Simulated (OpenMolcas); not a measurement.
# Co²⁺ among point charges: CASSCF and CASPT2 levels and susceptibility

Aim: the splitting of the states of Co²⁺ in the field of 4 point charges, its lowest levels with spin-orbit coupling and its magnetic susceptibility.

Program: OpenMolcas 26.06. Level of theory: state-averaged CASSCF and CASPT2, spin-orbit coupling by RASSI with atomic mean-field integrals. These are calculated values, not measurements, unless marked.

## Step 1: The system

* Species: Co²⁺ (cobalt, Z = 27, 25 electrons)
* Basis: ANO-RCC-VDZP [5s4p2d1f], 34 functions
* Scalar Hamiltonian: DKH2, point nucleus
* Inactive shells: 1s 2s 2p 3s 3p
* Active space: 7 electrons in 5 orbitals (3d)
* Some configurations of this space: 3d7
* Orbitals: optimised for each spin and parity, averaged over all roots

The outer shells:

3d7
```
3d [↑↓][↑↓][↑ ][↑ ][↑ ]
```

The ion sits among 4 point charges of -3 e arranged as a tetrahedron (Td), 2.25 Å from the ion.

The work runs as a chain of OpenMolcas steps in one folder; each step below is one input file. Labels, J, g values, rates, χT and fits are worked out afterwards by a script from the matrices that RASSI stores.

## Step 2: One- and two-electron integrals

File a.inp:

```
&GATEWAY
Coord
1

Co 0.0 0.0 0.0
Basis=ANO-RCC-VDZP
Group=NoSym
NoMove
AngMom=0.0 0.0 0.0
AMFI
XField
4 Angstrom 0
1.299038 1.299038 1.299038 -3.000000
1.299038 -1.299038 -1.299038 -3.000000
-1.299038 1.299038 -1.299038 -3.000000
-1.299038 -1.299038 1.299038 -3.000000
&SEWARD
```

Launch:

```
$ OMP_NUM_THREADS=1 MOLCAS_MEM=1689 MOLCAS_PROJECT=a pymolcas a.inp > a.log
```

## Step 3: Reference wave functions, quartets, 10 roots

File a.inp:

```
&RASSCF
FileOrb=start.orb
Symmetry=1
Spin=4
nActEl=7 0 0
Inactive=9
Ras2=5
CIRoot=10 10 1
SDav=10
CIMx=300
Iter=120 100
PrWF=0.3
OrbListing=Nothing
MaxOrb=0
>>> COPY $Project.JobIph JOB001
```

start.orb holds the contracted functions of the basis, ordered by shell, or the orbitals of the step before.

## Step 4: CASSCF: doublets, 40 roots

File a.inp:

```
&RASSCF
FileOrb=start.orb
Symmetry=1
Spin=2
nActEl=7 0 0
Inactive=9
Ras2=5
CIRoot=40 40 1
SDav=40
CIMx=300
Iter=120 100
PrWF=0.3
OrbListing=Nothing
MaxOrb=0
>>> COPY $Project.JobIph JOB002
```

## Step 5: RASSI: spin-orbit coupling between the states

File a.inp:

```
&RASSI
NrOfJobIphs=2 10 40
1 2 3 4 5 6 7 8 9 10
1 2 3 4 5 6 7 8 9 10 11 12 13 14 15 16 17 18 19 20 21 22 23 24 25 26 27
28 29 30 31 32 33 34 35 36 37 38 39 40
IphNames
JOB001
JOB002
EJob
SpinOrbit
DIPRint=1.0
SOCoupling=1000.0
Subsets=2
Property=9
'ANGMOM' 1 'ANGMOM' 2 'ANGMOM' 3 'MLTPL  1' 1 'MLTPL  1' 2 'MLTPL  1' 3
'AMFI' 1 'AMFI' 2 'AMFI' 3
SOProperty=3
'ANGMOM' 1 'ANGMOM' 2 'ANGMOM' 3
```

## Step 6: CASPT2: IPEA 0.25, imaginary shift 0.1 (closed shells correlated: 3s 3p)

File a.inp:

```
>>> COPY JOB001 $Project.JobIph
&CASPT2
Multistate=10 1 2 3 4 5 6 7 8 9 10
NoMult
Frozen=5
IPEA=0.25
Imaginary=0.1
MaxIter=60
WThr=0.0 0.3 0.05
PrWF=0.5
NoMix
>>> COPY JOB002 $Project.JobIph
&CASPT2
Multistate=40 1 2 3 4 5 6 7 8 9 10 11 12 13 14 15 16 17 18 19 20 21 22
23 24 25 26 27 28 29 30 31 32 33 34 35 36 37 38 39 40
NoMult
Frozen=5
IPEA=0.25
Imaginary=0.1
MaxIter=60
WThr=0.0 0.3 0.05
PrWF=0.5
NoMix
```

(Steps that only read results are left out.)

What does the calculation give? Wanted: spin-free ground state; first state of the same spin within the active space; lowest level; next level.

**Answer**, as computed:

| quantity | value |
| --- | --- |
| method | SS-CASPT2, IPEA 0.25, imaginary shift 0.1 (closed shells correlated: 3s 3p) |
| spin-free ground state | 4A2, 1-fold in its orbital part |
| first state of the same spin within the active space | 4T2 at 996 cm⁻¹ |
| lowest level | 4-fold Γ8 |
| next level | 903.0 cm⁻¹ |
| χT at 300 K | 4.25 cm³ K/mol |
| effective moment at 300 K | 5.83 μB |

Cost by method:

| method | time of its own steps | time with the reference |
| --- | --- | --- |
| A. CASSCF | 9.7 s | 9.7 s |
| B. SS-CASPT2, IPEA 0.25, imaginary shift 0.1, +3s 3p | 3.7 s | 13 s |

Times are of one thread on a shared host.

**Reading.** The spin-free ground state (4A2) comes to 100 % from free-ion F terms and keeps the highest spin of the shell. χT at 300 K is 4.25, against 1.88 cm³ K/mol for the spin alone, so orbital moment adds to it. CASPT2 does not keep the components of a term degenerate, and the means are used. The field of point charges can differ much from that of real complexes. This is an electrostatic model: the charges have no orbitals.
